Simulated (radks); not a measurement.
# Numerical settings for Cl

Aim: see which numerical settings matter for neutral chlorine. Each run changes a setting or two against a run with the defaults. The defaults are a mesh step of 0.008 in ln r, a mesh end at 40 bohr or more, Anderson mixing 0.5 over 9 steps and a tight residual threshold, with the energy settled to 1e-9 hartree as well; every run has a cap on iterations.

The numbers are computed with radks (a radial shooting solver on a logarithmic mesh, Libxc functionals) version 1 (non-relativistic Kohn-Sham, PBE, spin-unpolarised, spherical densities, point nucleus), except any that are marked as measured or tabulated.

## Step 1: The system

- element: chlorine (Z = 17)
- charge: 0
- electrons: 17
- configuration: [Ne] 3s2 3p5

Outer shells as boxes (Hund's rule):

Cl
```
[Ne] core
3s [↑↓]
3p [↑↓][↑↓][↑ ]
```

## Step 2: Default settings

The run's settings:

```text
Z 17
configuration [Ne] 3s2 3p5
relativity non-relativistic
functional pbe,pbe
spin unpolarised
nucleus point
max_iterations 83
```

On the command line:

```bash
python run_ks.py task.json out
```

The same process makes all the runs of this session.

## Step 3: Mesh step in ln r 0.003

Changes since step 2:

```diff
@@ -6,2 +6,3 @@
 nucleus point
+mesh_step 0.003
 max_iterations 83
```

## Step 4: Mesh step in ln r 0.012

Changes since step 3:

```diff
@@ -6,3 +6,3 @@
 nucleus point
-mesh_step 0.003
+mesh_step 0.012
 max_iterations 83
```

## Step 5: Mesh step in ln r 0.12

Changes since step 4:

```diff
@@ -6,3 +6,3 @@
 nucleus point
-mesh_step 0.012
+mesh_step 0.12
 max_iterations 83
```

## Step 6: Mesh end (bohr) 1

Changes since step 5:

```diff
@@ -6,3 +6,3 @@
 nucleus point
-mesh_step 0.12
+mesh_end 1
 max_iterations 83
```

## Step 7: Mesh end (bohr) 12

Changes since step 6:

```diff
@@ -6,3 +6,3 @@
 nucleus point
-mesh_end 1
+mesh_end 12
 max_iterations 83
```

## Step 8: Residual threshold 1e-13

Changes since step 7:

```diff
@@ -6,3 +6,3 @@
 nucleus point
-mesh_end 12
+threshold 1e-13
 max_iterations 83
```

## Step 9: Residual threshold 0.1

Changes since step 8:

```diff
@@ -6,3 +6,3 @@
 nucleus point
-threshold 1e-13
+threshold 0.1
 max_iterations 83
```

## Step 10: Mixing 1.5

Changes since step 9:

```diff
@@ -6,3 +6,3 @@
 nucleus point
-threshold 0.1
+mixing 1.5
 max_iterations 83
```

## Step 11: Mixing history 1, mixing 1

Changes since step 10:

```diff
@@ -6,3 +6,4 @@
 nucleus point
-mixing 1.5
+history 1
+mixing 1
 max_iterations 83
```

## Step 12: Mixing history 1, mixing 0.8

Changes since step 11:

```diff
@@ -7,3 +7,3 @@
 history 1
-mixing 1
+mixing 0.8
 max_iterations 83
```

## Step 13: Mixing history 20

Changes since step 12:

```diff
@@ -6,4 +6,3 @@
 nucleus point
-history 1
-mixing 0.8
+history 20
 max_iterations 83
```

## Step 14: Iteration cap 5

Changes since step 13:

```diff
@@ -6,3 +6,2 @@
 nucleus point
-history 20
-max_iterations 83
+max_iterations 5
```

What does the calculation give? Wanted: for each run, setting; iterations; converged; change of E.

The runs gave:

| setting | mesh points | iterations | converged | change of E (mhartree) | time |
| --- | --- | --- | --- | --- | --- |
| Default settings | 2597 | 14 | yes | 0 | 0.08 s |
| mesh step in ln r 0.003 | 6925 | 14 | yes | 0 | 0.19 s |
| mesh step in ln r 0.012 | 1732 | 14 | yes | 0 | 0.06 s |
| mesh step in ln r 0.12 | 174 | 4 | no | - | 0.01 s |
| mesh end (bohr) 1 | 2015 | 13 | no | - | 0.05 s |
| mesh end (bohr) 12 | 2326 | 14 | yes | +0.0003968 | 0.08 s |
| residual threshold 1e-13 | 2597 | 74 | yes | 0 | 0.29 s |
| residual threshold 0.1 | 2597 | 9 | yes | 0 | 0.06 s |
| mixing 1.5 | 2597 | 13 | yes | 0 | 0.07 s |
| mixing history 1, mixing 1 | 2597 | 83 | no | - | 0.38 s |
| mixing history 1, mixing 0.8 | 2597 | 32 | yes | 0 | 0.14 s |
| mixing history 20 | 2597 | 19 | yes | 0 | 0.1 s |
| iteration cap 5 | 2597 | 5 | no | - | 0.03 s |

A zero stands for a change under the printed digits. No run that converges misses the default energy by more than 1 mhartree. Not converged or rejected: mesh step in ln r 0.12; mesh end (bohr) 1; mixing history 1, mixing 1; iteration cap 5. A mesh that ends early acts as a hard wall.
